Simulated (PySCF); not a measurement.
**B4NH5 (closo-2-NB4 (H on N)) at MP2/6-311++G(2d,2p)**

What is the vertical singlet–triplet gap of B4NH5 (closo-2-NB4 (H on N)) at MP2/6-311++G(2d,2p)? Input form: a Python script.

The results are computed with PySCF 2.14.0.

**1. The structure to begin with**

The species is B4NH5 (10 atoms), meant as a singlet with charge 0. The shape is that of a GFN2-xTB optimisation.

Bond lengths: N1–B2 1.655 Å, N1–B3 1.501 Å, B2–B3 1.735 Å, N1–B4 1.500 Å, B2–B4 1.555 Å, N1–B5 1.655 Å, B3–B5 1.555 Å, B4–B5 1.735 Å, N1–H6 1.011 Å, B2–H7 1.163 Å, B3–H8 1.167 Å, B4–H9 1.167 Å, B5–H10 1.163 Å. Some angles: N1–B2–B3 52.5°, N1–B2–B4 55.6°, B3–B2–B4 99.1°, B2–N1–B3 66.5°, B2–N1–B4 58.8°, B2–N1–B5 67.2°, B3–N1–B4 113.2°, B3–N1–B5 58.8°, B4–N1–B5 66.5°, N1–B3–B2 61.0°.

**2. The energy at MP2/6-311++G(2d,2p)**

File input.py:

```python
# closo-2-NB4 (H on N)
from pyscf import gto, scf, mp

system = gto.M(
    atom='''
N        0.087610       0.468700       0.568970
B        0.595510      -0.929770      -0.155170
B        0.705390       0.683870      -0.781810
B       -0.725420      -0.789410       0.653100
B       -0.745870       0.127620      -0.820010
H        0.208350       1.107310       1.343240
H        1.625040      -1.470870      -0.137660
H        1.584230       1.419310      -1.003770
H       -1.509690      -1.022790       1.485640
H       -1.825150       0.406030      -1.152530
''',
    max_memory=1860,
    verbose=3,
    charge=0,
    basis='6-311++g(2d,2p)',
)

mf = scf.RHF(system)
mf.conv_tol = 1e-10
mf.kernel()
if not mf.converged:
    mf = mf.newton().run(mf.mo_coeff, mf.mo_occ)

pt = mp.MP2(mf, frozen=5).run()
energy = pt.e_tot
print(f'total energy: {energy:.8f} hartree')
```

The run is started by

```bash
$ OMP_NUM_THREADS=1 python input.py
```

The program printed:

```text
converged SCF energy = -156.027042857099
E(RMP2) = -156.625044153329  E_corr = -0.598001296229859
E(SCS-RMP2) = -156.616907067847  E_corr = -0.589864210748102
total energy: -156.62504415 hartree
```

Run time: 29 s. Hardware: 1 thread of Arm Neoverse V1, shared host; peak memory 1.5 GiB.

**3. The triplet at the same level**

File run.py:

```python
from pyscf import gto, mp

mol = gto.M(
    atom='''
N        0.087610       0.468700       0.568970
B        0.595510      -0.929770      -0.155170
B        0.705390       0.683870      -0.781810
B       -0.725420      -0.789410       0.653100
B       -0.745870       0.127620      -0.820010
H        0.208350       1.107310       1.343240
H        1.625040      -1.470870      -0.137660
H        1.584230       1.419310      -1.003770
H       -1.509690      -1.022790       1.485640
H       -1.825150       0.406030      -1.152530
''',
    spin=2,
    basis='6-311++g(2d,2p)',
    max_memory=1860,
    charge=0,
    verbose=4,
)

mf = mol.UHF()
mf.conv_tol = 1e-10
mf.kernel()
if not mf.converged:
    mf = mf.newton().run(mf.mo_coeff, mf.mo_occ)

pt = mp.MP2(mf, frozen=5).run()
e_tot = pt.e_tot
print('E(%s) = %.9f' % ('MP2', e_tot))
```

The run is started by

```bash
$ OMP_NUM_THREADS=1 python run.py
```

The program printed:

```text
PySCF version 2.14.0

[INPUT] num. atoms = 10
[INPUT] num. electrons = 32
[INPUT] charge = 0
[INPUT] spin (= nelec alpha-beta = 2S) = 2
[INPUT] symmetry False subgroup None
[INPUT] Mole.unit = angstrom
[INPUT] Symbol           X                Y                Z      unit          X                Y                Z       unit  Magmom
[INPUT]  1 N      0.087610000000   0.468700000000   0.568970000000 AA    0.165558905773   0.885714634584   1.075197473094 Bohr   0.0
[INPUT]  2 B      0.595510000000  -0.929770000000  -0.155170000000 AA    1.125350804440  -1.757010658837  -0.293228802749 Bohr   0.0
[INPUT]  3 B      0.705390000000   0.683870000000  -0.781810000000 AA    1.332993911007   1.292327004806  -1.477406781446 Bohr   0.0
[INPUT]  4 B     -0.725420000000  -0.789410000000   0.653100000000 AA   -1.370845125282  -1.491768699993   1.234180131953 Bohr   0.0
[INPUT]  5 B     -0.745870000000   0.127620000000  -0.820010000000 AA   -1.409490024529   0.241166848017  -1.549594319405 Bohr   0.0
[INPUT]  6 H      0.208350000000   1.107310000000   1.343240000000 AA    0.393724438053   2.092512634992   2.538355719561 Bohr   0.0
[INPUT]  7 H      1.625040000000  -1.470870000000  -0.137660000000 AA    3.070880541463  -2.779541464839  -0.260139698308 Bohr   0.0
[INPUT]  8 H      1.584230000000   1.419310000000  -1.003770000000 AA    2.993760818320   2.682107185856  -1.896850392055 Bohr   0.0
[INPUT]  9 H     -1.509690000000  -1.022790000000   1.485640000000 AA   -2.852900632995  -1.932792982944   2.807452719699 Bohr   0.0
[INPUT] 10 H     -1.825150000000   0.406030000000  -1.152530000000 AA   -3.449033636250   0.767285498357  -2.177966050345 Bohr   0.0

nuclear repulsion = 128.089184244753
number of shells = 85
number of NR pGTOs = 260
number of NR cGTOs = 185
basis = 6-311++g(2d,2p)
ecp = {}

******** <class 'pyscf.scf.uhf.UHF'> ********
method = UHF
initial guess = minao
damping factor = 0
level_shift factor = 0
DIIS = <class 'pyscf.scf.diis.CDIIS'>
diis_start_cycle = 1
diis_space = 8
diis_damp = 0
SCF conv_tol = 1e-10
SCF conv_tol_grad = None
SCF max_cycles = 50
direct_scf = True
direct_scf_tol = 1e-13
number electrons alpha = 17  beta = 15
Set gradient conv threshold to 1e-05
init E= -158.207014782699
[... the frontier-level lines of each cycle are left out ...]


cycle= 1 E= -155.818167765147  delta_E= 2.39  |g|= 0.284  |ddm|=   76
cycle= 2 E= -155.89696702254  delta_E= -0.0788  |g|= 0.117  |ddm|= 61.9
cycle= 3 E= -155.907566676015  delta_E= -0.0106  |g|= 0.0647  |ddm|= 8.88
cycle= 4 E= -155.910851979944  delta_E= -0.00329  |g|= 0.0152  |ddm|= 3.21
cycle= 5 E= -155.911419391562  delta_E= -0.000567  |g|= 0.00803  |ddm|= 0.84
cycle= 6 E= -155.911629319604  delta_E= -0.00021  |g|= 0.00438  |ddm|=  0.3
cycle= 7 E= -155.911695860941  delta_E= -6.65e-05  |g|= 0.00204  |ddm|= 0.107
cycle= 8 E= -155.911711393454  delta_E= -1.55e-05  |g|= 0.000764  |ddm|= 0.0216
cycle= 9 E= -155.911713199544  delta_E= -1.81e-06  |g|= 0.000316  |ddm|= 0.00914
cycle= 10 E= -155.911713480367  delta_E= -2.81e-07  |g|= 0.000126  |ddm|= 0.0035
cycle= 11 E= -155.911713527094  delta_E= -4.67e-08  |g|= 4.49e-05  |ddm|= 0.00144
cycle= 12 E= -155.911713532904  delta_E= -5.81e-09  |g|= 2.16e-05  |ddm|= 0.000782
cycle= 13 E= -155.911713534075  delta_E= -1.17e-09  |g|= 1.23e-05  |ddm|= 0.000174
cycle= 14 E= -155.911713534493  delta_E= -4.18e-10  |g|= 5.91e-06  |ddm|= 0.000101
cycle= 15 E= -155.911713534656  delta_E= -1.63e-10  |g|= 3.31e-06  |ddm|= 5.79e-05
cycle= 16 E= -155.911713534712  delta_E= -5.58e-11  |g|= 2.26e-06  |ddm|= 3.76e-05
Extra cycle  E= -155.911713534734  delta_E= -2.26e-11  |g|= 1.88e-06  |ddm|= 1.33e-05
converged SCF energy = -155.911713534734  <S^2> = 2.0336693  2S+1 = 3.0223629

******** <class 'pyscf.mp.ump2.UMP2'> ********
nocc = (np.int64(12), np.int64(10)), nmo = (180, 180)
frozen orbitals 5
E(UMP2) = -156.475703961592  E_corr = -0.563990426857884
E(SCS-UMP2) = -156.468829674153  E_corr = -0.557116139418196
E_corr(same-spin) = -0.138083507089921
E_corr(oppo-spin) = -0.425906919767963
E(MP2) = -156.475703962
```

Run time: 99 s. Hardware: 1 thread of Arm Neoverse V1, shared host; peak memory 2.3 GiB.

**4. Outcome**

At MP2/6-311++G(2d,2p), 5 core orbitals frozen:

| quantity | value |
| --- | --- |
| singlet: total energy | -156.62504 Eh |
| singlet: dipole moment (Hartree–Fock density) | 2.11 D |
| singlet: HOMO energy (Hartree–Fock orbitals) | -8.94 eV |
| singlet: LUMO energy (Hartree–Fock orbitals) | 0.87 eV |
| singlet: HOMO–LUMO gap (Hartree–Fock orbitals) | 9.81 eV |
| singlet: correlation energy (5 core orbitals frozen) | -598.0 mEh |
| triplet: total energy | -156.47570 Eh |
| triplet: dipole moment (Hartree–Fock density) | 1.58 D |
| triplet: HOMO energy (Hartree–Fock orbitals) (highest over α and β) | -5.58 eV |
| triplet: LUMO energy (Hartree–Fock orbitals) (lowest over α and β) | -0.12 eV |
| triplet: correlation energy (5 core orbitals frozen) | -564.0 mEh |
| triplet: ⟨S²⟩ of the reference determinant | 2.034 |
| vertical energy of the triplet above the singlet | 4.064 eV |

**Reading.** At this shape the triplet lies 4.06 eV (392 kJ/mol) above the singlet. Mulliken charges (singlet) of the mean-field density run from -0.45 on N1 to +0.21 on B4; in a basis this large or diffuse they mean little. Mulliken charges (triplet) of the mean-field density run from -0.57 on N1 to +0.24 on B3; in a basis this large or diffuse they mean little.
